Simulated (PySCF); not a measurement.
# InPH3F3 (In(PF3)H3): levels of theory compared

Wanted: a comparison of 6 runs (HF/STO-3G, HF/3-21G, HF/def2-SVP, PBE0/def2-SVP, TPSSh/def2-TZVP, MP2/STO-3G) of InPH3F3 (In(PF3)H3). Input form: a Python script.

The calculation is run with PySCF 2.14.0.

## 1. The system as given

InPH3F3 has 8 atoms, charge 0, and is taken as a singlet. SMILES: `[H][In]([H])([H])<-[P](F)(F)F`. Geometry: a GFN2-xTB relaxation, a rough one for these elements and not checked as a minimum.

Bond lengths: In1–P2 2.788 Å, P2–F3 1.587 Å, P2–F4 1.584 Å, P2–F5 1.584 Å, In1–H6 1.707 Å, In1–H7 1.705 Å, In1–H8 1.704 Å. Some angles: In1–P2–F3 143.1°, In1–P2–F4 121.4°, In1–P2–F5 80.7°, F3–P2–F4 95.3°, F3–P2–F5 93.7°, F4–P2–F5 94.1°, P2–In1–H6 87.9°, P2–In1–H7 100.0°, P2–In1–H8 90.8°, H6–In1–H7 118.8°.

## 2. Energy and gradient at HF/STO-3G (run 1)

Contents of job.py:

```python
from pyscf import gto, scf

mol = gto.M(
    atom=[
    ('In', (0.054760, -0.064930, -1.604330)),
    ('P', (-0.290630, 0.327820, 1.134090)),
    ('F', (-1.237350, -0.028670, 2.357270)),
    ('F', (0.809420, 1.058590, 2.009400)),
    ('F', (0.450520, -1.072120, 1.167700)),
    ('H', (1.739070, -0.038020, -1.331230)),
    ('H', (-0.702340, 1.340410, -2.202720)),
    ('H', (-0.823450, -1.523080, -1.530180)),
],
    basis='sto-3g',
    max_memory=1860,
    charge=0,
    spin=0,
    verbose=4,
)

mf = scf.RHF(mol)
mf.conv_tol = 1e-10
mf.kernel()
if not mf.converged:
    mf = mf.newton().run(mf.mo_coeff, mf.mo_occ)

etot = mf.e_tot
print('Final energy', etot)
grad = mf.nuc_grad_method().kernel()
dip = mf.dip_moment()
pop, q = mf.mulliken_pop()
```

On the command line:

```sh
$ OMP_NUM_THREADS=1 python job.py
```

What it wrote:

```text
PySCF version 2.14.0

[... 62 lines left out ...]
converged SCF energy = -6315.614173146
Final energy -6315.614173145996
[... 11 lines left out ...]
Dipole moment(X, Y, Z, Debye): -0.89815,  0.97420,  0.85784
[... 63 lines left out ...]
charge of    7H =     -0.20867
```

It took 6.9 s on 1 thread of Intel Xeon at 2.70GHz, shared host; peak memory 0.12 GiB.

## 3. Energy and gradient at HF/3-21G (run 2)

Contents of input.py:

```python
from pyscf import gto

system = gto.M(
    atom='''
In       0.054760      -0.064930      -1.604330
P       -0.290630       0.327820       1.134090
F       -1.237350      -0.028670       2.357270
F        0.809420       1.058590       2.009400
F        0.450520      -1.072120       1.167700
H        1.739070      -0.038020      -1.331230
H       -0.702340       1.340410      -2.202720
H       -0.823450      -1.523080      -1.530180
''',
    basis='3-21g',
    verbose=3,
    max_memory=1860,
    spin=0,
    charge=0,
)

mf = system.RHF()
mf.conv_tol = 1e-10
mf.kernel()
if not mf.converged:
    mf = mf.newton().run(mf.mo_coeff, mf.mo_occ)

etot = mf.e_tot
print('E(%s) = %.9f' % ('HF', etot))
grad = mf.nuc_grad_method().kernel()
mf.analyze()
```

On the command line:

```sh
$ OMP_NUM_THREADS=1 python input.py
```

What it wrote:

```text
converged SCF energy = -6352.16951638794
[... 14 lines left out ...]
MO #5   energy= -138.101635981072  occ= 2
[... 8 lines left out ...]
MO #14  energy= -17.4994427443837  occ= 2
[... 8 lines left out ...]
MO #23  energy= -5.00523972358728  occ= 2
[... 8 lines left out ...]
MO #32  energy= -1.10397942143024  occ= 2
[... 8 lines left out ...]
MO #41  energy= -0.669525269634958 occ= 2
[... 8 lines left out ...]
MO #50  energy= 0.104260234452816  occ= 0
[... 8 lines left out ...]
MO #59  energy= 0.564097493953083  occ= 0
[... 8 lines left out ...]
MO #68  energy= 2.17051217716572   occ= 0
[... 8 lines left out ...]
MO #77  energy= 4.29593895337804   occ= 0
[... 9 lines left out ...]
Dipole moment(X, Y, Z, Debye): -1.16506,  1.26221, -0.84966
```

Wall time 6 s (1 thread of Intel Xeon at 2.70GHz, shared host); peak memory 0.15 GiB.

Runs 3 to 4 aren't shown in full; the table further down has their settings and results.

## 4. Energy and forces at TPSSh/def2-TZVP (core potential) (run 5)

Contents of input.py:

```python
from pyscf import gto, dft

molecule = gto.M(
    atom=[
    ('In', (0.054760, -0.064930, -1.604330)),
    ('P', (-0.290630, 0.327820, 1.134090)),
    ('F', (-1.237350, -0.028670, 2.357270)),
    ('F', (0.809420, 1.058590, 2.009400)),
    ('F', (0.450520, -1.072120, 1.167700)),
    ('H', (1.739070, -0.038020, -1.331230)),
    ('H', (-0.702340, 1.340410, -2.202720)),
    ('H', (-0.823450, -1.523080, -1.530180)),
],
    max_memory=1860,
    basis='def2-tzvp',
    ecp={'In': 'def2-svp'},
    verbose=4,
)

calc0 = dft.RKS(molecule)
calc0.xc = 'tpssh'
calc0.grids.level = 5
calc0.conv_tol = 1e-10
calc0.kernel()
if not calc0.converged:
    calc0 = calc0.newton().run(calc0.mo_coeff, calc0.mo_occ)

e_tot = calc0.e_tot
print('E = %.10f Eh' % e_tot)
grad = calc0.nuc_grad_method().kernel()
calc0.analyze()
```

On the command line:

```sh
$ OMP_NUM_THREADS=1 python input.py
```

What it wrote:

```text
PySCF version 2.14.0

[... 109 lines left out ...]
MO #6   energy= -4.80514882860744  occ= 2
[... 23 lines left out ...]
MO #30  energy= -0.420748503131548 occ= 2
[... 23 lines left out ...]
MO #54  energy= 0.313913882228088  occ= 0
[... 23 lines left out ...]
MO #78  energy= 0.851715898880876  occ= 0
[... 23 lines left out ...]
MO #102 energy= 1.6731909098008    occ= 0
[... 23 lines left out ...]
MO #126 energy= 2.40654912160553   occ= 0
[... 23 lines left out ...]
MO #150 energy= 4.12052575857938   occ= 0
[... 23 lines left out ...]
MO #174 energy= 7.78522682616995   occ= 0
[... 23 lines left out ...]
MO #198 energy= 125.183515962902   occ= 0
[... 209 lines left out ...]
Dipole moment(X, Y, Z, Debye): -0.54840,  0.57531,  0.23717
```

It took 3.8 min on 1 thread of Intel Xeon at 2.70GHz, shared host; peak memory 3.1 GiB.

## 5. Energy and forces at MP2/STO-3G (run 6)

Contents of job.py:

```python
import pyscf.grad
from pyscf import gto, scf, mp

system = gto.Mole()
system.atom = '''
In   0.054760  -0.064930  -1.604330
P   -0.290630   0.327820   1.134090
F   -1.237350  -0.028670   2.357270
F    0.809420   1.058590   2.009400
F    0.450520  -1.072120   1.167700
H    1.739070  -0.038020  -1.331230
H   -0.702340   1.340410  -2.202720
H   -0.823450  -1.523080  -1.530180
'''
system.verbose = 3
system.max_memory = 1860
system.basis = 'sto-3g'
system.spin = 0
system.build()

hf = scf.RHF(system)
hf.conv_tol = 1e-10
hf.kernel()
if not hf.converged:
    hf = hf.newton().run(hf.mo_coeff, hf.mo_occ)

pt = mp.MP2(hf, frozen=26).run()
e_final = pt.e_tot
print('E = %.10f Eh' % e_final)
grad = pt.Gradients().kernel()
hf.analyze()
```

On the command line:

```sh
$ OMP_NUM_THREADS=1 python job.py
```

What it wrote:

```text
converged SCF energy = -6315.614173146
[... 16 lines left out ...]
MO #5   energy= -137.997144638325  occ= 2
[... 6 lines left out ...]
MO #12  energy= -24.6882944802792  occ= 2
[... 6 lines left out ...]
MO #19  energy= -7.48363555302106  occ= 2
[... 6 lines left out ...]
MO #26  energy= -3.01939280807699  occ= 2
[... 6 lines left out ...]
MO #33  energy= -0.60998651183057  occ= 2
[... 6 lines left out ...]
MO #40  energy= -0.521932834399926 occ= 2
[... 6 lines left out ...]
MO #47  energy= -0.307741121772598 occ= 2
[... 6 lines left out ...]
MO #54  energy= 0.592793901675604  occ= 0
[... 9 lines left out ...]
Dipole moment(X, Y, Z, Debye): -0.89815,  0.97420,  0.85784
```

Wall time 8.1 s (1 thread of Intel Xeon at 2.70GHz, shared host); peak memory 0.26 GiB.

## 6. Overview of the runs

| run | level | core potential | integration grid | energy (Eh) | dipole moment (D) of the reference | HOMO energy (eV) | LUMO energy (eV) | wall time |
| --- | --- | --- | --- | --- | --- | --- | --- | --- |
| 1 | HF/STO-3G | – | – | -6315.614173 | 1.58 | -8.37 | 6.15 | 6.9 s |
| 2 | HF/3-21G | – | – | -6352.169516 | 1.92 | -11.15 | 1.09 | 6 s |
| 3 | HF/def2-SVP (core potential) | def2-svp | – | -829.668013 | 1.37 | -11.07 | 1.05 | 15 s |
| 4 | PBE0/def2-SVP (core potential) | def2-svp | 5 | -832.077434 | 0.98 | -8.09 | -2.19 | 50 s |
| 5 | TPSSh/def2-TZVP (core potential) | def2-svp | 5 | -832.962142 | 0.83 | -7.57 | -2.73 | 3.8 min |
| 6 | MP2/STO-3G | – | – | -6315.730917 | 1.58 | -8.37 | 6.15 | 8.1 s |

## 7. Summary of results

| quantity | value |
| --- | --- |
| run 6: total energy | -6315.73092 Eh |
| run 6: dipole moment (Hartree–Fock density) | 1.58 D |
| run 6: HOMO energy (Hartree–Fock orbitals) | -8.37 eV |
| run 6: LUMO energy (Hartree–Fock orbitals) | 6.15 eV |
| run 6: HOMO–LUMO gap (Hartree–Fock orbitals) | 14.52 eV |
| run 6: correlation energy (26 core orbitals frozen) | -116.7 mEh |
| run 6: largest force on an atom | 2.931 eV/Å |

In words: Over runs 1, 2, 3, 4, 5 the dipole moment (its size) runs from 0.83 D (TPSSh/def2-TZVP) to 1.92 D (HF/3-21G). The two ends differ in method and basis and core potential. Over runs 1, 2, 3, 4, 5 the HOMO–LUMO gap runs from 4.84 eV (TPSSh/def2-TZVP) to 14.52 eV (HF/STO-3G). Totals of different functionals can't be ranked against each other. Some runs of one species differ in core potentials or relativity; totals across that change don't compare. In runs 1, 6 the basis is minimal, so the values are rough. In runs 1, 2, 6 relativity is left out where basis or elements ask for it. All runs together took 5.3 min, the longest 3.8 min.
